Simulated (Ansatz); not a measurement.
Run this with the Python package of Ansatz (0.2.0) and show what comes out.

`fdcheck.py`
```python
"""Forces and pressure of K3Ag against finite differences of the energy with displaced atoms."""

from dataclasses import dataclass

import ansatz as az
import numpy as np


@dataclass(frozen=True)
class Options:
    width_ev: float = 0.1
    functional: str = "lda"
    max_scf: int = 100
    cutoff_ev: int = 540
    mesh: tuple[int, ...] = (3, 3, 3)
    scf_tol: float = 1e-09


settings = Options()

vectors0 = np.array([
    [5.80503, 0.0125, 0.05352],
    [0.0125, 5.76941, 0.05513],
    [0.05352, 0.05513, 5.78721],
])
sites = [
    ("K", [0.50163, 0.00045, 0.9994]),
    ("K", [0.99457, 0.50523, 0.99545]),
    ("K", [0.99701, 0.99713, 0.50153]),
    ("Ag", [0.49994, 0.49759, 0.49846]),
]


def make_crystal(cell):
    crystal = az.Crystal(lattice=az.Lattice.of(cell))
    for symbol, position in sites:
        crystal = crystal.atom(symbol, position)
    return crystal


def main() -> None:
    def solve(crystal):
        return (
            crystal.calculation()
            .occupations(az.OccupationsMethod.FERMI_DIRAC, width=settings.width_ev)
            .functional(settings.functional)
            .scf(max_iterations=settings.max_scf)
            .basis(settings.cutoff_ev, xc_grid=2)
            .kpoints(*settings.mesh)
            .scf(tolerance=settings.scf_tol)
            .forces()
            .stress()
            .run(threads=1)
        ).report


    centre = solve(make_crystal(vectors0))
    start = make_crystal(vectors0)
    # move one atom both ways along a Cartesian axis
    print(f"force on atom 1 along x: analytic {centre['forces_ev_ang'][1][0]:.4f} eV/A")
    for h in (0.005, 0.02):
        shift = np.eye(3)[0] * h @ np.linalg.inv(vectors0)
        plus, minus = (solve(start.move(1, to=np.array(sites[1][1]) + sign * shift))["lagrangian_ev"] for sign in (1, -1))
        print(f"  step {h} A: numerical {-(plus - minus) / (2 * h):.4f} eV/A")
    # P = -dF/dV; the difference feels the change of the plane-wave count with the cell
    volume = abs(np.linalg.det(vectors0))
    larger, smaller = (solve(make_crystal(vectors0 * (1 + sign * 0.005) ** (1 / 3)))["lagrangian_ev"] for sign in (1, -1))
    numerical = -(larger - smaller) / (0.01 * volume) * 160.21766
    print(f"pressure: analytic {np.trace(centre['stress_gpa']) / 3:.3f}, numerical {numerical:.3f} GPa")


if __name__ == "__main__":
    main()
```

```console
$ python fdcheck.py
DeckWarning: output.stress: scf.convergence.dr2_threshold = 1e-9 eV is looser than the 4e-10 eV advised for a printed stress (1e-10 eV for each atom of the cell: 4). What an SCF threshold leaves in a [...]
force on atom 1 along x: analytic 0.0151 eV/A
  step 0.005 A: numerical 0.0151 eV/A
  step 0.02 A: numerical 0.0151 eV/A
pressure: analytic -1.024, numerical -1.023 GPa
```
(Warnings from the package without file and line, shortened.)

For a metal this k-point mesh is coarse: on a finer one energies can move by several to tens of meV an atom and pressures by half a GPa or more, differences at one mesh by less. Pressure is positive in compression. The cell is a database structure, distorted on purpose. The central difference errs as the square of the step, so the shorter step is the fairer test; what remains comes from the finite grid and the SCF threshold. The whole script took 51 s on 1 thread of Arm Neoverse V2, on a shared host, peak memory 0.48 GiB.
